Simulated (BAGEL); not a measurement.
# HF/6-31G(d) (density fitting with qzvpp-jkfit, spherical functions) run of CH4BFOSi (SMILES O=CB[SiH2]F)

What is the vertical ionisation energy of CH4BFOSi at HF/6-31G* (density fitting with qzvpp-jkfit, spherical functions)? 

The results are computed with BAGEL 1.2.2.

3 further runs of the same task are left out: 1 that didn't finish, 2 set aside as unsound or not needed. Runs told in other sessions of the task aren't counted.

## 1. The molecule

CH4BFOSi has 9 atoms, charge 0, and is taken as a singlet. SMILES: `O=CB[SiH2]F`. Geometry: relaxed at PBE0-D4/def2-TZVP. This is one conformer, not always the lowest.

Bond lengths: O1–C2 1.227 Å, C2–B3 1.522 Å, B3–Si4 2.001 Å, Si4–F5 1.610 Å, C2–H6 1.099 Å, B3–H7 1.195 Å, Si4–H8 1.489 Å, Si4–H9 1.486 Å. Some angles: O1–C2–B3 90.0°, C2–B3–Si4 120.9°, B3–Si4–F5 110.9°, O1–C2–H6 122.9°, B3–C2–H6 147.1°, C2–B3–H7 117.0°, Si4–B3–H7 122.0°, B3–Si4–H8 109.8°, B3–Si4–H9 112.6°, F5–Si4–H8 107.4°.

## 2. The energy at HF/6-31G(d) (density fitting with qzvpp-jkfit, spherical functions)

calc.json reads:

```json
{ "bagel": [

{
  "title": "molecule",
  "basis": "6-31gs.json",
  "df_basis": "qzvpp-jkfit",
  "angstrom": true,
  "geometry": [
    { "atom": "O", "xyz": [   -0.789500,    0.780400,    1.703800 ] },
    { "atom": "C", "xyz": [   -0.128300,    1.442100,    0.910400 ] },
    { "atom": "B", "xyz": [    0.628100,    0.188700,    0.495800 ] },
    { "atom": "Si", "xyz": [   -0.077200,   -1.007600,   -0.945000 ] },
    { "atom": "F", "xyz": [   -1.360800,   -0.349200,   -1.659700 ] },
    { "atom": "H", "xyz": [   -0.262400,    2.525000,    0.778500 ] },
    { "atom": "H", "xyz": [    1.608700,   -0.084900,    1.121700 ] },
    { "atom": "H", "xyz": [    0.964000,   -1.202600,   -1.991900 ] },
    { "atom": "H", "xyz": [   -0.494200,   -2.338100,   -0.430900 ] }
  ]
},
{ "title": "hf" },
{ "title": "print", "file": "orbitals.molden", "orbitals": true }

]}
```

The basis set 6-31G* is read from a file made from the Basis Set Exchange's data (not shown).

On the command line:

```console
BAGEL_NUM_THREADS=1 BAGEL calc.json > calc.out
```

The program printed:

```text
* using 1 threads per process

  ===============================================================
  ===============================================================

  *** Geometry ***

  { "atom" : "O", "xyz" : [     -1.491939,      1.474742,      3.219715 ] },
  { "atom" : "C", "xyz" : [     -0.242452,      2.725174,      1.720407 ] },
  { "atom" : "B", "xyz" : [      1.186937,      0.356591,      0.936926 ] },
  { "atom" : "Si", "xyz" : [     -0.145887,     -1.904088,     -1.785791 ] },
  { "atom" : "F", "xyz" : [     -2.571539,     -0.659892,     -3.136378 ] },
  { "atom" : "H", "xyz" : [     -0.495864,      4.771558,      1.471152 ] },
  { "atom" : "H", "xyz" : [      3.040002,     -0.160438,      2.119706 ] },
  { "atom" : "H", "xyz" : [      1.821696,     -2.272585,     -3.764145 ] },
  { "atom" : "H", "xyz" : [     -0.933903,     -4.418369,     -0.814283 ] },

  Number of auxiliary basis functions:      504

  Since a DF basis is specified, we compute 2- and 3-index integrals:
    o Being stored without compression. Storage requirement is 0.027 GB

  Number of basis functions:       82
  Number of electrons      :       46

    * METHOD: MOLECULE                             0.30

  *** RHF ***

  === Nuclear Repulsion ===
   199.7695794921

      * DIIS with orbital gradients will be used.

  === RHF iteration (6-31gs.json) ===
      0       -527.80978785          0.02275562           0.08
      1       -527.93449987          0.01953798           0.08
      2       -528.09129773          0.00240632           0.08
      3       -528.09491692          0.00126063           0.08
      4       -528.09581534          0.00025696           0.08
      5       -528.09591575          0.00012172           0.08
      6       -528.09594124          0.00006049           0.08
      7       -528.09594915          0.00001798           0.08
      8       -528.09594971          0.00000563           0.08
      9       -528.09594976          0.00000211           0.08
     10       -528.09594977          0.00000115           0.08
     11       -528.09594977          0.00000065           0.08
     12       -528.09594978          0.00000036           0.08
     13       -528.09594978          0.00000015           0.08
     14       -528.09594978          0.00000007           0.08
     15       -528.09594978          0.00000003           0.08
     16       -528.09594978          0.00000001           0.08
     17       -528.09594978          0.00000001           0.08
    * SCF iteration converged.

    * Permanent dipole moment:
           (   -0.860204,    -0.652757,     0.092065) a.u.

    * METHOD: HF                                   1.73

    * METHOD: PRINT                                0.02

  ===============================================================
```

It took 2.2 s on 1 thread of Arm Neoverse V1, shared host; peak memory 0.12 GiB.

## 3. The doublet cation, same level

calc.json reads:

```json
{ "bagel" : [

{
  "title" : "molecule",
  "basis" : "6-31gs.json",
  "df_basis" : "qzvpp-jkfit",
  "angstrom" : true,
  "geometry" : [
    { "atom" : "O", "xyz" : [      -0.789500,       0.780400,       1.703800 ] },
    { "atom" : "C", "xyz" : [      -0.128300,       1.442100,       0.910400 ] },
    { "atom" : "B", "xyz" : [       0.628100,       0.188700,       0.495800 ] },
    { "atom" : "Si", "xyz" : [      -0.077200,      -1.007600,      -0.945000 ] },
    { "atom" : "F", "xyz" : [      -1.360800,      -0.349200,      -1.659700 ] },
    { "atom" : "H", "xyz" : [      -0.262400,       2.525000,       0.778500 ] },
    { "atom" : "H", "xyz" : [       1.608700,      -0.084900,       1.121700 ] },
    { "atom" : "H", "xyz" : [       0.964000,      -1.202600,      -1.991900 ] },
    { "atom" : "H", "xyz" : [      -0.494200,      -2.338100,      -0.430900 ] }
  ]
},

{ "title" : "rohf", "charge" : 1, "nopen" : 1 },

{ "title" : "print", "file" : "orbitals.molden", "orbitals" : true }

]}
```

The basis set 6-31G* is read from a file made from the Basis Set Exchange's data (not shown).

On the command line:

```console
BAGEL_NUM_THREADS=1 BAGEL calc.json > calc.out
```

The program printed:

```text
* using 1 threads per process

  ===============================================================
  ===============================================================

  *** Geometry ***

  { "atom" : "O", "xyz" : [     -1.491939,      1.474742,      3.219715 ] },
  { "atom" : "C", "xyz" : [     -0.242452,      2.725174,      1.720407 ] },
  { "atom" : "B", "xyz" : [      1.186937,      0.356591,      0.936926 ] },
  { "atom" : "Si", "xyz" : [     -0.145887,     -1.904088,     -1.785791 ] },
  { "atom" : "F", "xyz" : [     -2.571539,     -0.659892,     -3.136378 ] },
  { "atom" : "H", "xyz" : [     -0.495864,      4.771558,      1.471152 ] },
  { "atom" : "H", "xyz" : [      3.040002,     -0.160438,      2.119706 ] },
  { "atom" : "H", "xyz" : [      1.821696,     -2.272585,     -3.764145 ] },
  { "atom" : "H", "xyz" : [     -0.933903,     -4.418369,     -0.814283 ] },

  Number of auxiliary basis functions:      504

  Since a DF basis is specified, we compute 2- and 3-index integrals:
    o Being stored without compression. Storage requirement is 0.027 GB

  Number of basis functions:       82
  Number of electrons      :       46

    * METHOD: MOLECULE                             0.29

  *** Open-shell HF ***

  === Nuclear Repulsion ===
   199.7695794921

      * DIIS with orbital gradients will be used.

  === ROHF iteration (6-31gs.json) ===
      0       -527.40218658          0.04705606           0.17
      1       -527.48139351          0.04692524           0.17
      2       -527.52164509          0.04130105           0.17
      3       -527.71275300          0.00309996           0.16
      4       -527.71335459          0.00145352           0.15
      5       -527.71387354          0.00049307           0.16
      6       -527.71403861          0.00034894           0.16
      7       -527.71419677          0.00031916           0.16
      8       -527.71425971          0.00030612           0.16
      9       -527.71432110          0.00034001           0.16
     10       -527.71400843          0.00021085           0.16
     11       -527.71396495          0.00014103           0.16
     12       -527.71395035          0.00008055           0.17
     13       -527.71397097          0.00003675           0.17
     14       -527.71397348          0.00002186           0.16
     15       -527.71397318          0.00001183           0.17
     16       -527.71397376          0.00000796           0.17
     17       -527.71397362          0.00000595           0.16
     18       -527.71397359          0.00000660           0.16
     19       -527.71397336          0.00000666           0.16
     20       -527.71397287          0.00000566           0.16
     21       -527.71397287          0.00000508           0.16
     22       -527.71397274          0.00000396           0.15
     23       -527.71397289          0.00000296           0.16
     24       -527.71397300          0.00000230           0.16
     25       -527.71397297          0.00000114           0.17
     26       -527.71397319          0.00000084           0.16
     27       -527.71397313          0.00000056           0.16
     28       -527.71397314          0.00000052           0.16
     29       -527.71397314          0.00000045           0.16
     30       -527.71397314          0.00000043           0.14
     31       -527.71397314          0.00000044           0.15
     32       -527.71397312          0.00000038           0.17
     33       -527.71397312          0.00000032           0.17
     34       -527.71397309          0.00000017           0.17
     35       -527.71397311          0.00000008           0.17
     36       -527.71397313          0.00000005           0.17
     37       -527.71397314          0.00000003           0.17
     38       -527.71397314          0.00000002           0.16
     39       -527.71397314          0.00000001           0.16
     40       -527.71397314          0.00000001           0.17
     41       -527.71397314          0.00000001           0.16
     42       -527.71397314          0.00000001           0.16
     43       -527.71397314          0.00000001           0.16
     44       -527.71397314          0.00000001           0.16
     45       -527.71397314          0.00000001           0.16
     46       -527.71397314          0.00000001           0.16
     47       -527.71397314          0.00000001           0.16
     48       -527.71397314          0.00000001           0.16
    * SCF iteration converged.

    * S^2 (ROHF) is 0.7500

    * Permanent dipole moment:
           (   -1.612620,    -0.828789,    -0.681126) a.u.

    * METHOD: ROHF                                 8.19

    * METHOD: PRINT                                0.02

  ===============================================================
```

It took 8.7 s on 1 thread of Arm Neoverse V1, shared host; peak memory 0.12 GiB.

## 4. Results

Level: HF/6-31G* (density fitting with qzvpp-jkfit, spherical functions).

| quantity | value |
| --- | --- |
| singlet CH4BFOSi: total energy | -528.09595 Eh |
| singlet CH4BFOSi: dipole moment | 2.75 D |
| singlet CH4BFOSi: HOMO energy | -11.31 eV |
| singlet CH4BFOSi: LUMO energy | 2.69 eV |
| singlet CH4BFOSi: HOMO–LUMO gap | 14.00 eV |
| doublet cation: total energy | -527.71397 Eh |
| doublet cation: ⟨S²⟩ | 0.750 |
| vertical ionisation energy (to the doublet cation) | 10.394 eV |

In words: The vertical ionisation energy comes to 10.39 eV (240 kcal/mol). The negative HOMO energy of the first species, 11.31 eV, lies 0.92 eV above that difference.
